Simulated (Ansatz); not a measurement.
# LaS: the cost of one run

Program: Ansatz 0.2.0. Level of theory: DFT r2SCAN, scalar-relativistic, plane waves, PAW. These are calculated values, not measurements.

## (1) Starting point

It takes space group Fm-3m (No. 225, cubic). Conventional cell: a = 5.889 Å, b = 5.889 Å, c = 5.889 Å, α = 90.00°, β = 90.00°, γ = 90.00°. La (site symmetry m-3m) is surrounded by 6 S at 2.94 Å. S (site symmetry m-3m) has 6 La at 2.94 Å as nearest neighbours.

Structure file:

```cif
data_structure
_symmetry_space_group_name_H-M 'P 1'
_symmetry_Int_Tables_number 1
_cell_length_a 4.1638
_cell_length_b 4.1638
_cell_length_c 4.1638
_cell_angle_alpha 60.000
_cell_angle_beta 60.000
_cell_angle_gamma 60.000
_cell_volume 51.05
loop_
_atom_site_label
_atom_site_type_symbol
_atom_site_fract_x
_atom_site_fract_y
_atom_site_fract_z
_atom_site_occupancy
La1 La 0.00000 0.00000 0.00000 1
S1 S 0.50000 0.50000 0.50000 1
```

This cell was relaxed beforehand with the same method: volume 25.52 Å³/atom, gap on the mesh none (metal).

## (2) Bulk reference on the slab's mesh

The input, input.yaml:

```yaml
crystal:
  lattice:
    - [4.1637998365, 0.0, 0.0]
    - [0.0, 5.8885021998, 0.0]
    - [2.0818999183, 2.9442510999, 2.0818999183]
  atoms:
    - { symbol: La, position: [0.0, 0.0, 0.0] }
    - { symbol: S, position: [0.0, 0.5, 0.0] }
basis:
  ecutwfc: 500
kpoints:
  mp_grid: { grid: [8, 6, 16] }
hamiltonian:
  xc: r2scan
scf:
  occupations: { method: gaussian, width: 0.1 }
output:
  forces: true
  stress: true
  eigenvalues: true
```

Run with:

```sh
> ansatz run input.yaml --threads 2 --pin off --max-ram 5120MiB --backend cpu --events-out ev --progress --plain --runs-dir out
```

**Question.** How long does this run take on 2 threads of Intel Xeon at 2.50GHz (Skylake/Cascade Lake), shared host, and how much memory does it need?

About 26 s, with a peak of 0.7 GiB.
